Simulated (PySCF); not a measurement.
**A diatomic session: SeO−**

What are the lowest state that PBE0 finds, the bond length, vibrational wavenumber and bond energy of SeO−, and how much do these hang on the method?

The runs use PySCF 2.14.0; Se aug-pcseg-1, O aug-pcseg-1, no relativity.

**1. Input**

A driver script around PySCF takes these settings:

| Quantity | Value |
| --- | --- |
| atoms | Se, O |
| charge | -1 |
| basis | Se aug-pcseg-1, O aug-pcseg-1 |
| Hamiltonian | no relativity |
| basis functions | 59 |
| electrons treated | 43 |
| masses in u | 79.9165, 15.9949 |
| levels | PBE0, PBE, r²SCAN, B3LYP, BHandHLYP, M06-2X, HSE06, HF, MP2, SCS-MP2, CCSD, CCSD(T) |
| grid | 80 radial by 434 angular points |
| occupations | held fixed by the projection of orbital angular momentum |
| dissociation limit | Se− + O, each in its ground configuration |
| starting distance in angstrom | 1.815 |
| values of 2S to try | 1, 3 |

Started as:

```sh
> OMP_NUM_THREADS=1 python dia.py task.json out
```

The runs that follow: PBE0 along the bond; Excited determinants; PBE; r²SCAN (meta-GGA); B3LYP (global hybrid GGA); BHandHLYP (global hybrid GGA); M06-2X (hybrid meta-GGA); HSE06 (range-separated hybrid); UHF (mean field); Adding correlation.

**Question.** What will these runs give? Wanted: for each run, Re; ωe; De; μ.

As calculated:

Lowest PBE0 solution found, without spin–orbit coupling: ²Π (doublet), unpaired electrons π ↑.

```csv
level,Re (Å),ωe (cm⁻¹),De (eV),μ (D)
UHF-CCSD,1.778,704,3.17,n/a
UHF-CCSD(T),1.785,687,3.37,n/a
PBE,1.786,693,4.35,-2.09
r²SCAN,1.771,717,3.86,-2.02
B3LYP,1.775,710,3.73,-2.20
PBE0,1.756,744,3.68,-2.11
HSE06,1.759,738,3.67,-2.11
BHandHLYP,1.747,751,2.95,-2.15
M06-2X,1.749,771,3.44,-2.25
```

De is counted to Se− + O in their ground configurations. A positive dipole points from Se to O; in an ion it is taken about the centre of mass and does not tell which atom is negative. No constants: UHF (fits of two degrees disagree); UHF-MP2 (the points don't follow one smooth fit); UHF-SCS-MP2 (the points don't follow one smooth fit).

**Reading.** Bond lengths run from 1.747 Å (BHandHLYP) to 1.786 Å (PBE). Among the levels with a De in the table, it runs from 2.95 eV (BHandHLYP) to 4.35 eV (PBE).

Correlated steps freeze 10 core orbitals. T1 is 0.050 near the minimum (highest on the curve 0.067), which may point to more than one leading configuration. With some functionals the highest level of the anion is positive, from self-interaction error or because the anion is truly unbound there; the finite basis then holds the extra electron, and no neutral molecule was run to test the binding.
